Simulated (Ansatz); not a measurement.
# Ti3Al: the cost of one run

Computed with Ansatz 0.2.0 (DFT PBEsol, scalar-relativistic, plane waves, PAW, unless a step's input says otherwise).

17 further runs of the same task are left out: 17 set aside as unsound or not needed. Runs told in other sessions of the task aren't counted.

## (1) The system as given

Symmetry: P-6m2, No. 187, hexagonal system. The conventional cell has a = 2.895 Å, b = 2.895 Å, c = 9.138 Å, α = 90.00°, β = 90.00°, γ = 120.00°. Ti (site symmetry -6m2) has 12 Ti at 2.82 to 2.90 Å in its first shell of neighbours. Around Ti (site symmetry 3m) lie 9 Ti at 2.82 to 2.90 Å and 3 Al at 2.84 Å. Al (site symmetry -6m2) has 6 Ti at 2.84 Å and 6 Al at 2.90 Å in its first shell of neighbours.

Coordinates:

```xyz
4
Lattice="2.8955 0.0000 0.0000 -1.4477 2.5076 0.0000 0.0000 0.0000 9.1383" Properties=species:S:1:pos:R:3 pbc="T T T"
Ti    1.4477    0.8359    0.0000
Ti    0.0000    1.6717    6.8645
Ti    0.0000    1.6717    2.2739
Al    1.4477    0.8359    4.5692
```

It goes back to an entry of the Materials Project, which need not be the stable form.

This cell was relaxed beforehand with the same method: volume 16.59 Å³/atom, gap on the mesh none (metal).

## (2) The scan

Atoms count from 1 in the order of the input.

The energy is mapped over a free internal coordinate and the cell.

First coordinate, shift of Ti2 along [0 0 1], its symmetry partners moved as symmetry demands (measured in the relaxed cell): 7 values from −0.15 Å. Second coordinate, c/a of the conventional cell at fixed volume: 7 values from 2.904 to 3.409.

Nothing else is relaxed (all other coordinates fixed). Energies count from the relaxed crystal. Points are written as (first, second).

## (3) The run at (−0.15 Å, 3.156)

input.yaml

```yaml
crystal:
  lattice:
    - [2.8954756449, 0.0, 0.0]
    - [-1.4477378224, 2.5075554645, 0.0]
    - [0.0, 0.0, 9.1383350122]
  atoms:
    - { symbol: Ti, position: [0.6666666667, 0.3333333333, 0.0] }
    - { symbol: Ti, position: [0.3333333333, 0.6666666667, 0.7347588385] }
    - { symbol: Ti, position: [0.3333333333, 0.6666666667, 0.2652411615] }
    - { symbol: Al, position: [0.6666666667, 0.3333333333, 0.5] }
basis:
  ecutwfc: 520.0
kpoints:
  mp_grid: { grid: [15, 15, 6] }
hamiltonian:
  xc: pbesol
  pseudopotentials: { kind: paw, azcp: { folder: soft_1 } }
scf:
  occupations: { method: gaussian, width: 0.15 }
output:
  forces: true
  stress: true
  eigenvalues: true
```

On the command line:

```sh
ansatz run input.yaml --threads 2 --pin off --max-ram 4096MiB --backend cpu --events-out ev --progress --plain --runs-dir out
```

What time and memory should one allow on 2 threads of Arm Neoverse N1, shared host?

About 19 s, with a peak of 0.45 GiB.
